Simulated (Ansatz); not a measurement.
# Sb2H3F: small, medium and large basis sets

Aim: see how fast density functionals converge with the basis set for Sb2H3F.

The runs use Ansatz 0.2.0, Gaussian basis; one geometry, several basis sets.

The runs, in order: PBE0-D4/def2-SVP; ωB97M-V/def2-SVP; PBE0-D4/def2-QZVPP; ωB97M-V/def2-QZVPP; the functionals' def2-TZVPP values are taken from earlier runs.

## (1) Structure used throughout

An earlier PBE0-D4 in a triple-zeta def2 set relaxation fixed the geometry. Sb takes the def2 core potential; no spin-orbit term is included.

6 atoms, charge 0, spin multiplicity 1.

Atoms are counted from 1 here; the program's logs count them from 0.

Bond lengths: F1–Sb2 1.926 Å, Sb2–Sb3 2.835 Å, Sb2–H4 1.718 Å, Sb3–H5 1.708 Å, Sb3–H6 1.705 Å. Angles: F1–Sb2–Sb3 97.4°, F1–Sb2–H4 93.7°, Sb3–Sb2–H4 88.9°, Sb2–Sb3–H5 90.0°, Sb2–Sb3–H6 89.1°, H5–Sb3–H6 91.9°.

## (2) PBE0-D4 in def2-SVP

Contents of in.yaml:

```yaml
crystal:
  periodic: [false, false, false]
  atoms:
    - {symbol: F, position_ang: [-1.924014, -0.672934, -0.186389]}
    - {symbol: Sb, position_ang: [-0.255632, -1.124677, -1.035365]}
    - {symbol: Sb, position_ang: [1.325271, 0.898437, 0.167477]}
    - {symbol: H, position_ang: [0.220473, -2.197589, 0.219337]}
    - {symbol: H, position_ang: [0.446547, 2.089531, -0.683979]}
    - {symbol: H, position_ang: [0.229455, 0.943233, 1.472620]}
basis:
  gaussian: {orbitals: def2-SVP}
hamiltonian: {xc: pbe0, dispersion: d4}
output: {orbitals: {seedname: orbitals}}
```

Run with:

```bash
$ ansatz run in.yaml --threads 2 --pin off --events-out ev --progress --plain --max-ram 4352MiB
```

The runs that follow: ωB97M-V in def2-SVP; PBE0-D4 in def2-QZVPP; ωB97M-V in def2-QZVPP.

Before running them: what should the planned runs give, taken together? Wanted: PBE0-D4: double and triple zeta above quadruple; ωB97M-V: double and triple zeta above quadruple.

**Answer**, as computed:

```
                                       quantity          value
PBE0-D4: double and triple zeta above quadruple  4.46, 0.30 eV
ωB97M-V: double and triple zeta above quadruple  4.62, 0.30 eV
```

In words: PBE0-D4 gains 4.16 eV from double to triple zeta, then 0.30 eV more. Total energies overstate the basis error of differences, where much of it tends to cancel.
